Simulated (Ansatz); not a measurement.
This script for the Python package of Ansatz (0.2.0) starts 4 runs on ScAu₃, space group Fm-3m. What input does the engine get in each?

Script `ecut_scau3.py`:
```python
import ansatz as az

cell = (
    az.Lattice.of((0.0, 3.31449036, 3.31449036), (3.31449036, 0.0, 3.31449036), (3.31449036, 3.31449036, 0.0))
    .atom("Sc", (0.0, 0.0, 0.0))
    .atom("Au", (0.25, 0.25, 0.25))
    .atom("Au", (0.75, 0.75, 0.75))
    .atom("Au", (0.5, 0.5, 0.5))
)

calc = (
    cell.calculation()
    .functional("pbesol")
    .kpoints(8, 8, 8)
    .occupations(az.OccupationsMethod.FERMI_DIRAC, width=0.02)
    .scf(tolerance=1e-08, extra_bands=6)
    .stress()
)

rows = []
for value in [300, 375, 450, 525]:
    r = calc.basis(value).run(threads=1, pin="off").report
    rows.append((value, r["free_energy_ev"] / len(r["lattice"]["sites"]), r["n_iterations"], sum(r["stress_gpa"][i][i] for i in range(3)) / 3, r["n_pw"]))

print(" cutoff (eV)   F/atom (eV)    iterations       P (GPa)   plane waves")
for row in rows:
    print(f"{str(row[0]):>12s}  {row[1]:12.5f}  {row[2]:12d}  {row[3]:12.3f}  {row[4]:12d}")

for row in rows[:-1]:
    shift = 1000 * (row[1] - rows[-1][1])
    print(f"{row[0]}: {shift:+.2f} meV/atom" + ("  (within 2 meV)" if abs(shift) < 2 else ""))
```

Run 1:
```yaml
crystal:
  lattice:
    - [0.0, 3.31449036, 3.31449036]
    - [3.31449036, 0.0, 3.31449036]
    - [3.31449036, 3.31449036, 0.0]
  atoms:
    - { symbol: Sc, position: [0.0, 0.0, 0.0] }
    - { symbol: Au, position: [0.25, 0.25, 0.25] }
    - { symbol: Au, position: [0.75, 0.75, 0.75] }
    - { symbol: Au, position: [0.5, 0.5, 0.5] }
basis:
  ecutwfc: 300.0
kpoints:
  mp_grid:
    grid: [8, 8, 8]
hamiltonian:
  xc: pbesol
scf:
  n_extra_bands: 6
  convergence:
    dr2_threshold: 1.0e-08
  occupations:
    method: fermi_dirac
    width: 0.02
output:
  stress: true
```

Run 2, against run 1:
```diff
-  ecutwfc: 300.0
+  ecutwfc: 375.0
```

Run 3, against run 1:
```diff
-  ecutwfc: 300.0
+  ecutwfc: 450.0
```

Run 4, against run 1:
```diff
-  ecutwfc: 300.0
+  ecutwfc: 525.0
```

Output of `python ecut_scau3.py`:
```text
DeckWarning: basis.ecutwfc = 300 eV is below the records' recommended 420 eV, and the density's cutoff is lower with it unless basis.ecutrho_ratio is high enough to keep the records' density cutoff: compare with a run at a higher cutoff
DeckWarning: output.stress: scf.convergence.dr2_threshold = 1e-8 eV is looser than the 4e-10 eV advised for a printed stress (1e-10 eV for each atom of the cell: 4). What an SCF threshold leaves in a [...]
DeckWarning: basis.ecutwfc = 375 eV is below the records' recommended 420 eV, and the density's cutoff is lower with it unless basis.ecutrho_ratio is high enough to keep the records' density cutoff: compare with a run at a higher cutoff
 cutoff (eV)   F/atom (eV)    iterations       P (GPa)   plane waves
         300  -10283.67595             7        -4.085           869
         375  -10283.76995             7        -4.038          1243
         450  -10283.77120             7        -4.050          1591
         525  -10283.77164             7        -4.051          1989
300: +95.69 meV/atom
375: +1.69 meV/atom  (within 2 meV)
450: +0.44 meV/atom  (within 2 meV)
```
(Warnings from the package without file and line, shortened.)

From 375 eV on it stays within 2 meV an atom of the value at 525 eV; the first row (300 eV) is off by 95.7 meV and the last but one by 0.44 meV. The energy falls steadily, as expected when plane waves are added. The pressure moves from -4.09 to -4.05 GPa (the program's stress holds a Pulay correction, so it settles early). The last run costs about 2.0 times the first.

The mesh is modest for a metal, so energies can be off by several to tens of meV an atom and pressures by half a GPa or more; differences at equal mesh fare better. Pressure is positive in compression. Spin-orbit coupling, which matters for elements this heavy, is left out. This cell is a computed structure, which may not be the phase found in nature. Shifts are counted from the last row, which is itself no proven limit. Run time: 15 s on 1 thread of Arm Neoverse V2, with other jobs on the host, peak memory 0.46 GiB.

(Lines on the test bed's own set-up are left out of the output.)
